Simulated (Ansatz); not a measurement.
What does this script print? It uses the Ansatz DFT code, driven from Python.

`tico.py`
```python
# -*- coding: utf-8 -*-
"""Heisenberg exchange couplings of TiCo."""

import ansatz as az
import numpy as np


def main():
    structure = (
        az.Lattice.of((2.98611099, 0.0, 0.0), (0.0, 2.98611099, 0.0), (0.0, 0.0, 2.98611099))
        .atom("Ti", (0.0, 0.0, 0.0))
        .atom("Co", (0.5, 0.5, 0.5))
        .moments(Co=2.5)
    )

    model = (
        structure.calculation()
        .functional(az.Functional.PBE)
        .kpoints(8, 8, 8)
        .occupations("cold", width=0.05)
        .spin(az.SpinTreatment.COLLINEAR)
        .eigenstates(nscf_kmesh=(6, 6, 6))
        .exchange_couplings(magnetic=["Co"])
    )
    couplings = model.run(threads=1).exchange_couplings().to_plain()
    for atom in couplings["atoms"]:
        print(atom["site"]["symbol"], atom["role"], "moment", round(atom["moment_mub"], 3), "muB")
    shells = {}
    for pair in couplings["pairs"]:
        key = (pair["site"], pair["partner"], round(float(np.linalg.norm(pair["displacement_ang"])), 2))
        shells.setdefault(key, []).append(1000 * pair["coupling_ev"])
    print("site partner distance (A)  count  mean J (meV)")
    for (i, j, d), values in sorted(shells.items(), key=lambda item: item[0][2])[:6]:
        print(f"{i:4d} {j:7d} {d:12.2f} {len(values):6d} {np.mean(values):13.3f}")
    print("mean-field order:", couplings["mean_field_order"])


if __name__ == "__main__":
    main()
```

```console
$ python tico.py
DeckWarning: basis.ecutwfc = 420 eV, auto-derived from the records' recommended cutoffs: set by Ti (normal level)
Ti relaxed moment -0.006 muB
Co magnetic moment 0.863 muB
site partner distance (A)  count  mean J (meV)
   1       1         2.99      6         5.786
   1       1         4.22     12        -1.172
   1       1         5.17      8         0.059
   1       1         5.97      6         1.203
   1       1         6.68     24         0.409
   1       1         7.31     24         0.219
mean-field order: {'temperature_k': 232.42650778116393, 'q_frac': [0.0, 0.0, 0.0]}
```
(Warnings from the package without file and line.)

What to keep in mind:
- Other magnetic orders than the one started from may lie lower.
- The mesh is modest for a metal, so energies can be off by several to tens of meV an atom and pressures by half a GPa or more; differences at equal mesh fare better.
- The structure comes from a database of computed cells and needn't be a stable or known phase.
- Couplings oscillate with the k-mesh and hold for small turns from this magnetic state; mean-field temperatures overestimate ordering, and where the couplings favour a wavevector other than zero the state started from isn't the stable order.
- Timing: 16 s on 1 thread of Intel(R) Xeon(R) 6975P-C (Granite Rapids), on a shared host, peak memory 0.89 GiB.

(Lines on the test bed's own set-up are left out of the output.)
